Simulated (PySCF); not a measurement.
**CeF3(H2O): other functionals and bases at one geometry**

The task here is to estimate one member of a computed series from the others.

Program: PySCF 2.14.0. Level of theory: several levels, as the steps say, no spin–orbit coupling. These are calculated values, not measurements.

1 further run of the same task is left out (for a known fault of the program).

## The system as given

7 atoms, charge 0, spin multiplicity 1.

Bond lengths: Ce1–F2 2.127 Å, Ce1–F3 2.124 Å, Ce1–F4 2.127 Å, Ce1–O5 2.573 Å, O5–H6 0.965 Å, O5–H7 0.965 Å. Angles: F2–Ce1–F3 115.8°, F2–Ce1–F4 118.0°, F2–Ce1–O5 100.3°, F3–Ce1–F4 115.8°, F3–Ce1–O5 102.1°, F4–Ce1–O5 100.3°, Ce1–O5–H6 126.9°, Ce1–O5–H7 126.9°, H6–O5–H7 106.2°.

Coordinates:

| atom | x (Å) | y (Å) | z (Å) |
| --- | --- | --- | --- |
| Ce1 | 0.09945 | -0.10071 | 0.10071 |
| F2 | 1.15919 | 1.38642 | 1.19195 |
| F3 | -1.34677 | -1.20042 | 1.20042 |
| F4 | 1.15919 | -1.19195 | -1.38642 |
| O5 | -1.37631 | 1.38952 | -1.38952 |
| H6 | -1.71238 | 2.26937 | -1.17789 |
| H7 | -1.71238 | 1.17789 | -2.26937 |

Formal oxidation states: Ce +3. Each metal's 1 4f electrons lie in its core potential, so multiplicities, spins and levels count the valence alone. An earlier session relaxed this geometry at PBE0, Ce lcecp-1-SVP with ECP47, F def2-SVP, O def2-SVP, H def2-SVP (singlet, point group Cs).

At PBE0 on the finer grid: E = -407.807576 Eh, HOMO -9.10 eV, LUMO -1.15 eV, Mulliken charge on Ce1 +1.29 e, largest force component 0.004 eV/Å. 

Levels to run: BLYP; TPSSh; PBE0, TZVP. Hardware: 2 threads of Arm Neoverse V1, shared host.

Set-up of the first run:

Input file run.py (the lines that set the calculation):

```python
mol = gto.M(atom='''
Ce     0.09945    -0.10071     0.10071
F      1.15919     1.38642     1.19195
F     -1.34677    -1.20042     1.20042
F      1.15919    -1.19195    -1.38642
O     -1.37631     1.38952    -1.38952
H     -1.71238     2.26937    -1.17789
H     -1.71238     1.17789    -2.26937''',
    basis={'Ce': 'lcecp-1-SVP', 'F': 'def2-SVP', 'O': 'def2-SVP', 'H': 'def2-SVP'},
    ecp={'Ce': 'lcecp-1-SVP'},
    charge=0, spin=0)
mf = dft.RKS(mol, xc='BLYP')
mf.grids.atom_grid = (75, 302)  # f atoms: unpruned, at least (60, 302)
mf = mf.density_fit()  # fitting sets: Ce AutoAux, F def2-universal-JKFIT, O def2-universal-JKFIT, H def2-universal-JKFIT
mf.conv_tol = 1e-08; mf.max_cycle = 55
mf.kernel(dm0)  # dm0: the density of the relaxed state
```

Launch:

```
OMP_NUM_THREADS=2 python run.py
```

Steps of the session up to this table: BLYP; TPSSh; PBE0, TZVP.

One table of the session follows, with a row left open; its other results are not shown here.

```
              level  HOMO (eV)  gap (eV)  charge on Ce1 (e)  dipole (D)  largest force component (eV/Å)
PBE0 (relaxed here)      -9.10      7.96               1.29        6.89                            0.00
               BLYP      -7.09      5.10               1.03        6.70                            0.57
              TPSSh          ?         ?                  ?           ?                               ?
         PBE0, TZVP      -9.33      7.94               1.67        6.87                            0.24
```

**Question.** Estimate the row for TPSSh.

The run gave: HOMO (eV): -8.04; gap (eV): 6.63; charge on Ce1 (e): 1.24; dipole (D): 6.81; largest force component (eV/Å): 0.25. In the column «HOMO (eV)» it lies between PBE0 (relaxed here) (-9.10) and BLYP (-7.09).

In one basis the HOMO–LUMO gap runs from 5.10 eV (BLYP) to 7.96 eV (PBE0). The largest leftover force, 0.57 eV/Å with BLYP, stands at a geometry relaxed at another level. With 4f in the core, its levels are missing from HOMO and gap, and its count is fixed, so no charge can pass from the ligands into it. Total energies of different levels can't be compared.
